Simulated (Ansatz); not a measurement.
# CoH (triplet): geometry optimisation

Aim: relax a generated start of CoH (triplet) and see which bonds hold.

Method: UKS PBE0/def2-TZVP; program: Ansatz 0.2.0, Gaussian basis.

### 1 The system as given

2 atoms, charge 0, spin multiplicity 3.

Atoms are counted from 1 here; the program's logs count them from 0.

Bond lengths: Co1–H2 1.570 Å.

The start is set by covalent radii. Sticks and bond lists go by distance. 

### 2 Relaxation

File in.yaml:

```yaml
crystal:
  periodic: [false, false, false]
  atoms:
    - {symbol: Co, position_ang: [0.000000, 0.000000, 0.000000]}
    - {symbol: H, position_ang: [0.000000, 0.000000, 1.570000]}
basis:
  gaussian: {orbitals: def2-TZVP}
magnetization: {spin_polarized: true, initial_magnetization: 2}
hamiltonian: {xc: pbe0}
relax: {f_tol: 0.004, max_steps: 80}
```

Started as:

```console
ansatz run in.yaml --threads 1 --pin off --events-out ev --progress --plain --max-ram 2176MiB
```

What does the calculation give? Wanted: energy gained; shift from the start; total energy; dipole moment; ⟨S²⟩.

The runs gave:

| quantity | value |
| --- | --- |
| steps | 5 |
| energy gained | 0.012 eV |
| shift from the start (rms) | 0.023 Å |
| total energy | -37635.5956 eV |
| dipole moment | 2.82 D |
| ⟨S²⟩ | 2.043 |

In words: The bonds of the start are those of the end. Co1–H2 went from 1.570 to 1.524 Å. No vibrations were run, so this is a stationary point, not a proven minimum, and this spin need not be the ground state's.
